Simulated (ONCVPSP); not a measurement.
**Pseudopotential generation for Mg: ONCV, PBE**

Aim: build the potential from the settings below, then test how well it stands in for the atom: other configurations, scattering, ghost states and the plane-wave cutoff that it needs.

Program: ONCVPSP 4.0.1.1 (patched build). Reference atom: PBE, scalar-relativistic, spherical and spin-unpolarised. All values are calculated.

## 1. Starting point

Typed settings, in words:

```
element                 : magnesium (Mg, Z = 12)
type                    : optimised norm-conserving Vanderbilt (ONCV)
frozen core             : [He] 2s2
valence charge          : 8
reference configuration : 2p6 3s2
partial waves           : 3s: rc 2.00 bohr, ncon 4, nbas 9, qcut 4.2 1/bohr, 2 projectors, debl 1.1 Ha; 2p: rc 0.60 bohr, ncon 4, nbas 8, qcut 13.9 1/bohr, 1 projector; d scattering state at 0.13 Ha: rc 1.55 bohr, ncon 4, nbas 8, qcut 5.3 1/bohr, 2 projectors, debl 1.4 Ha
local potential         : polynomial inside 0.45 bohr (lpopt 5, dvloc0 4 Ha)
core correction         : Teter function fitted to the true core (icmod 2), fcfact 0.55
```

The outer shells as boxes (Hund's rule for the drawing; the calculation is spin-unpolarised):

```
[He] core
2s [↑↓]
2p [↑↓][↑↓][↑↓]
3s [↑↓]
```

An earlier all-electron run gives the scale for the radii.

All-electron outer shells of the reference configuration (PBE, scalar-relativistic, ld1.x):

| shell | level (eV) | outermost node (bohr) | outermost maximum (bohr) |
| --- | --- | --- | --- |
| 2s | -79.85 | 0.18 | 0.54 |
| 2p | -46.61 | – | 0.48 |
| 3s | -4.70 | 0.90 | 2.56 |
| 3p | -1.33 | 0.96 | 3.46 |

## 2. The generation run

File Mg.dat:

```
# ATOM AND REFERENCE CONFIGURATION
# atsym  z   nc   nv     iexc    psfile
  Mg 12.00    2    2        4      upf
#
#   n    l    f
    1    0    2.00
    2    0    2.00
    2    1    6.00
    3    0    2.00
#
# PSEUDOPOTENTIAL AND OPTIMIZATION
# lmax
    2
#
#   l,   rc,      ep,       ncon, nbas, qcut
    0    2.00    0.00    4    9    4.20
    1    0.60    0.00    4    8   13.90
    2    1.55    0.13    4    8    5.30
#
# LOCAL POTENTIAL
# lloc, lpopt,  rc(5),   dvloc0
    4    5    0.45    4.00
#
# VANDERBILT-KLEINMAN-BYLANDER PROJECTORs
# l, nproj, debl
    0    2    1.10
    1    1    1.60
    2    2    1.40
#
# MODEL CORE CHARGE
# icmod, fcfact, rcfact
    2    0.55    0.65
#
# LOG DERIVATIVE ANALYSIS
# epsh1, epsh2, depsh
   -3.00    5.00    0.02
#
# OUTPUT GRID
# rlmax, drl
    6.00    0.01
#
# TEST CONFIGURATIONS
# ncnf
    4
# nvcnf
#   n    l    f
    2
    2    1    6.00
    3    0    1.00
#
    2
    2    1    6.00
    3    0    0.00
#
    2
    2    1    6.00
    3    0    1.50
#
    3
    2    1    6.00
    3    0    0.00
    3    1    2.00
#
```

Command:

```sh
$ oncvpsp.x < Mg.dat > Mg.out
```

Before running it: what results should come out? Wanted: cutoffs for 1 and 0.1 mHa per electron, occupied waves; bound ghosts; GHOST(+) flags; largest test error; largest phase difference near zero energy, channels read; rms error of d²Exc/dn², without and with the model core.

The runs gave:

| quantity | value |
| --- | --- |
| cutoffs for 1 and 0.1 mHa per electron, occupied waves | 481 Ha and 584 Ha |
| bound ghosts | s at -85.76 eV |
| GHOST(+) flags | d at 56 eV |
| largest test error (AE − PS) | +62 meV, for 2p6 3s0 |
| largest phase difference near zero energy, channels read | 0.001 rad |
| rms error of d²Exc/dn², without and with the model core | 8.16 and 7.24 mHa |

What this shows: It has a bound ghost (s), a state that the atom doesn't have, and that rules the file out. The worst unpolarised test, 2p6 3s0, is off by 62 meV on 23.0 eV; by total energies transferability rates as fair. The potential is very hard: the looser tolerance needs 481 Ha. At the looser tolerance the 2p wave is the slowest; 3s needs 4 Ha. Near zero energy the phases of the channels with partial waves agree within 0.001 rad. The program also flags highly localised states, GHOST(+) (d). All of this concerns the isolated atom, not yet a solid.
